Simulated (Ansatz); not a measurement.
**Sn: properties at the relaxed cell**

Aim: for Sn, fit an equation of state.

Computed with Ansatz 0.2.0 (DFT PBEsol+D3(BJ), scalar-relativistic, plane waves, PAW, unless a step's input says otherwise).

**1. The starting structure**

The structure is orthorhombic, space group Immm (No. 71). Conventional cell: a = 3.461 Å, b = 3.644 Å, c = 3.974 Å, α = 90.00°, β = 90.00°, γ = 90.00°. Sn (site symmetry mmm) is surrounded by 12 Sn at 3.20 to 3.64 Å.

As a file:

```
CELL_PARAMETERS angstrom
-1.82215 1.73046 1.98682
1.82215 -1.73046 1.98682
1.82215 1.73046 -1.98682
ATOMIC_POSITIONS crystal
Sn 0.00000 0.00000 0.00000
```

It goes back to an entry of the Materials Project, which need not be the stable form.

This cell was relaxed beforehand with the same method: volume 25.06 Å³/atom, gap on the mesh none (metal).

**2. The cell scaled to 0.97 of its volume**

File input.yaml:

```yaml
crystal:
  lattice:
    - [-1.8037461557, 1.7129778281, 1.9667541532]
    - [1.8037461557, -1.7129778281, 1.9667541532]
    - [1.8037461557, 1.7129778281, -1.9667541532]
  atoms:
    - { symbol: Sn, position: [0.0, 0.0, 0.0] }
basis:
  ecutwfc: 420
kpoints:
  mp_grid: { grid: [16, 16, 16] }
hamiltonian:
  xc: pbesol
  dispersion: d3bj
scf:
  occupations: { method: gaussian, width: 0.1 }
output:
  forces: true
  stress: true
  eigenvalues: true
relax:
  adjacent_minimum: "off"
  f_tol: 0.01
  max_steps: 30
  cell: { stress_tol: 0.1, fix: [volume] }
```

Started as:

```sh
$ ansatz run input.yaml --threads 1 --pin off --max-ram 2560MiB --backend cpu --events-out ev --progress --plain --runs-dir out
```

**3. Volume × 1.03**

Changes to input.yaml since step 2:

```diff
@@ -2,5 +2,5 @@
   lattice:
-    - [-1.8037461557, 1.7129778281, 1.9667541532]
-    - [1.8037461557, -1.7129778281, 1.9667541532]
-    - [1.8037461557, 1.7129778281, -1.9667541532]
+    - [-1.8401952922, 1.7475927668, 2.006497268]
+    - [1.8401952922, -1.7475927668, 2.006497268]
+    - [1.8401952922, 1.7475927668, -2.006497268]
   atoms:
```

**4. The cell scaled to 0.94 of its volume**

Changes to input.yaml since step 3:

```diff
@@ -2,5 +2,5 @@
   lattice:
-    - [-1.8401952922, 1.7475927668, 2.006497268]
-    - [1.8401952922, -1.7475927668, 2.006497268]
-    - [1.8401952922, 1.7475927668, -2.006497268]
+    - [-1.7849557668, 1.6951330113, 1.9462656408]
+    - [1.7849557668, -1.6951330113, 1.9462656408]
+    - [1.7849557668, 1.6951330113, -1.9462656408]
   atoms:
```

**5. Point at V/V0 = 1.06**

Changes to input.yaml since step 4:

```diff
@@ -2,5 +2,5 @@
   lattice:
-    - [-1.7849557668, 1.6951330113, 1.9462656408]
-    - [1.7849557668, -1.6951330113, 1.9462656408]
-    - [1.7849557668, 1.6951330113, -1.9462656408]
+    - [-1.852256229, 1.7598215359, 2.0372375625]
+    - [1.852256229, -1.7598215359, 2.0372375625]
+    - [1.852256229, 1.7598215359, -2.0372375625]
   atoms:
```

**6. Volume × 0.91**

Changes to input.yaml since step 5:

```diff
@@ -2,5 +2,5 @@
   lattice:
-    - [-1.852256229, 1.7598215359, 2.0372375625]
-    - [1.852256229, -1.7598215359, 2.0372375625]
-    - [1.852256229, 1.7598215359, -2.0372375625]
+    - [-1.8513771911, 1.6591334353, 1.8559687942]
+    - [1.8513771911, -1.6591334353, 1.8559687942]
+    - [1.8513771911, 1.6591334353, -1.8559687942]
   atoms:
@@ -20,2 +20,6 @@
   eigenvalues: true
+  write_density: true
+  write_potential: true
+  elf: true
+  volumetric_format: npy
 relax:
```

**7. The cell scaled to 1.10 of its volume**

Changes to input.yaml since step 6:

```diff
@@ -2,5 +2,5 @@
   lattice:
-    - [-1.8513771911, 1.6591334353, 1.8559687942]
-    - [1.8513771911, -1.6591334353, 1.8559687942]
-    - [1.8513771911, 1.6591334353, -1.8559687942]
+    - [-1.8699784172, 1.7768321746, 2.0740307127]
+    - [1.8699784172, -1.7768321746, 2.0740307127]
+    - [1.8699784172, 1.7768321746, -2.0740307127]
   atoms:
```

**8. Point at V/V0 = 0.88**

File input.yaml:

```yaml
crystal:
  lattice:
    - [-1.8313101558, 1.6423474034, 1.8329948383]
    - [1.8313101558, -1.6423474034, 1.8329948383]
    - [1.8313101558, 1.6423474034, -1.8329948383]
  atoms:
    - { symbol: Sn, position: [0.0, 0.0, 0.0] }
basis:
  ecutwfc: 420
kpoints:
  mp_grid: { grid: [16, 16, 16] }
hamiltonian:
  xc: pbesol
  dispersion: d3bj
scf:
  occupations: { method: gaussian, width: 0.1 }
output:
  forces: true
  stress: true
  eigenvalues: true
relax:
  adjacent_minimum: "off"
  f_tol: 0.01
  max_steps: 30
  cell: { stress_tol: 0.1, fix: [volume] }
```

(Steps that only read results are left out.)

**Question.** What will these runs give? Wanted: equilibrium volume of the fit; bulk modulus.

**Answer**, as computed:

```
                     quantity          value
equilibrium volume of the fit  25.00 Å³/atom
                 bulk modulus         58 GPa
      its pressure derivative            6.6
```

In words: The fit puts the minimum at 25.00 Å³/atom with B = 58 GPa and B' = 6.6.
